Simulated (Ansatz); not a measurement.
Predict the output of the script below (Ansatz 0.2.0 through its Python package).

`methods_c2h6alns.py`:
```python
"""One geometry of C2H6AlNS, method by method."""

from pathlib import Path
import argparse

import ansatz as az
import numpy as np

parser = argparse.ArgumentParser(description="One geometry of C2H6AlNS, method by method.")
parser.add_argument("--basis-set", required=True, help="Gaussian basis set")
args = parser.parse_args()

GEOMETRY = """
C    -1.13790   -0.91260    0.41880
C    -0.14900    0.12500    0.82600
N     0.74860   -0.20160    1.63900
S    -0.12930    1.81850    0.19610
Al    1.09050    1.31510   -1.62280
H    -0.69880   -1.71170   -0.09950
H    -1.88090   -0.40020   -0.29300
H    -1.70080   -1.21340    1.29190
H     0.84550   -1.13960    2.08230
H     2.67960    1.44670   -1.48120
H     0.39790    0.81660   -2.93700
"""

molecule = az.Crystal.molecule()
for line in GEOMETRY.strip().splitlines():
    symbol, *xyz = line.split()
    molecule = molecule.atom(symbol, [float(v) for v in xyz])

setup = molecule.calculation().basis(gaussian=args.basis_set)

print("functional    E (Ha)        dipole (D)   HOMO (eV)  LUMO (eV)")
for name in ["pbe", "r2scan", "b3lyp", "lda", "cam_b3lyp", "lc_wpbe"]:
    report = setup.functional(name).forces().orbitals().run(threads=1, backend="cpu", runs_dir="runs").report
    lines = Path(report["orbitals_path"]).read_text().splitlines()
    field_of = lambda key: [line.split("=")[1].strip() for line in lines if line.startswith(key)]
    orbitals = [(27.211386 * float(e), s, float(n)) for e, s, n in zip(field_of("Ene="), field_of("Spin="), field_of("Occup="))]
    homo = max(e for e, _, n in orbitals if n > 0.5)
    lumo = min(e for e, _, n in orbitals if n < 0.5)
    dipole = 4.803205 * np.linalg.norm(report["charge_distribution"]["dipole_moment_e_ang"])
    print(f"{name:10s} {report['free_energy_ev'] / 27.211386246:14.6f} {dipole:9.3f} {homo:11.3f} {lumo:10.3f}")
```

```console
$ python methods_c2h6alns.py --basis-set cc-pVDZ
functional    E (Ha)        dipole (D)   HOMO (eV)  LUMO (eV)
pbe           -774.688585     2.418      -5.251     -2.699
r2scan        -775.042521     2.546      -5.580     -2.457
b3lyp         -775.213899     2.443      -6.339     -2.105
lda           -771.536214     2.495      -5.305     -2.929
cam_b3lyp     -775.109471     2.514      -7.916     -0.947
lc_wpbe       -774.883504     2.644      -9.363      0.119
```

What to keep in mind:
- Total energies depend on the basis set; only differences at equal settings carry meaning.
- The geometry is a force-field or estimated start, not a minimum of this method, and the basis set is short of its limit. A lower total doesn't mark the better method: functionals have no common bound, and MP2 and coupled cluster aren't variational.
- b3lyp holds the VWN-RPA fit, as in Gaussian; the form of ORCA and Turbomole is b3lyp5.
- Levels such as HOMO and LUMO are orbital energies: with these approximate functionals they aren't the ionisation energy and electron affinity, and their gap isn't the fundamental gap.
- Wall time of the script: 36 s on 1 thread of Arm Neoverse V1, with other jobs on the host, peak memory 0.36 GiB.
